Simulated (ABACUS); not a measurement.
A run of ABACUS 3.10.1:

File INPUT:

```
INPUT_PARAMETERS
suffix              SiSe
calculation         scf
basis_type          pw
pseudo_dir          ./
symmetry            1
dft_functional      pbe
ecutwfc             87
pseudo_rcut         7
nspin               1
nbands              14
ks_solver           dav
smearing_method     fd
smearing_sigma      0.00367493
scf_thr             1e-08
scf_nmax            100
mixing_type         broyden
mixing_beta         0.7
cal_force           1
cal_stress          1
kpar                4
```

File STRU:

```
ATOMIC_SPECIES
Si 28.0850 Si.upf
Se 78.9710 Se.upf

LATTICE_CONSTANT
1.8897261246

LATTICE_VECTORS
3.5952000000 0.0000000000 0.0000000000
-1.7976000000 3.1135300000 0.0000000000
0.0000000000 0.0000000000 3.5987300000

ATOMIC_POSITIONS
Direct

Si
0.0
1
0.6666700000 0.3333300000 0.5000000000 1 1 1

Se
0.0
1
0.0000000000 0.0000000000 0.0000000000 1 1 1
```

File KPT:

```
K_POINTS
0
Gamma
9 9 7 0 0 0
```

Potentials or basis: PseudoDojo NC SR 0.4.1 PBE standard, plane waves.

Command:

```sh
$ OMP_NUM_THREADS=1 mpirun -np 4 abacus > log
```

Hardware: 4 MPI ranks on Intel(R) Xeon(R) 6975P-C (Granite Rapids), with other jobs on the host.

**Question.** Estimate the wall time of this run.

**Answer.** It took 38 s on 4 MPI ranks on Intel(R) Xeon(R) 6975P-C (Granite Rapids), with other jobs on the host, peak memory 0.6 GiB a rank. Counts: scf iterations 6, k points 284, bands 14, ranks 4.
